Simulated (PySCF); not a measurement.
# C2H5ClOSi2: the cost of one run

The runs use PySCF 2.14.0, with density-fitted response routines of our own; the level of theory stands in each step. All values are computed, except where a source is named. Atoms count from 0, in the outputs and in this text.

### 1 The molecule as given

11 atoms, charge 0, multiplicity 1; geometry from: PBE0-D3(BJ)/def2-SVP.

Bonds of the start (Å): C0–C1 1.22, C1–Si2 1.83, Si2–Cl3 2.06, Si2–O4 1.64, O4–Si5 1.67, C0–H6 1.08, Si2–H7 1.48, Si5–H8 1.49, Si5–H9 1.49, Si5–H10 1.49.

### 2 NMR shieldings: PBE0/pcSseg-1

Job settings and geometry (Å):

```
{"job": {"kind": "nmr", "xc": "PBE0", "basis": "pcSseg-1", "pop": false}, "charge": 0, "multiplicity": 1}
C     -3.250178     2.855331     0.171960
C     -2.350792     3.461012     0.723520
Si    -0.993964     4.351830     1.558979
Cl    -0.650541     6.086796     0.501992
O      0.366386     3.438617     1.567094
Si     1.492801     2.686742     0.592342
H     -4.047540     2.325009    -0.318910
H     -1.349494     4.700946     2.949678
H      0.896121     1.460881    -0.012653
H      2.653250     2.316780     1.447610
H      1.928274     3.617318    -0.489119
```

Method: GIAO PBE0/pcSseg-1 NMR shielding, non-relativistic, gas phase.

Command:

```console
$ OMP_NUM_THREADS=1 python probes_run.py task.json out
```

The driver reads the jobs from task.json and runs them one after another.

**Question.** How long does this first job take on 1 thread of Arm Neoverse V2, shared host, and how much memory does it need?

About 13 s, with a peak of 0.86 GiB.
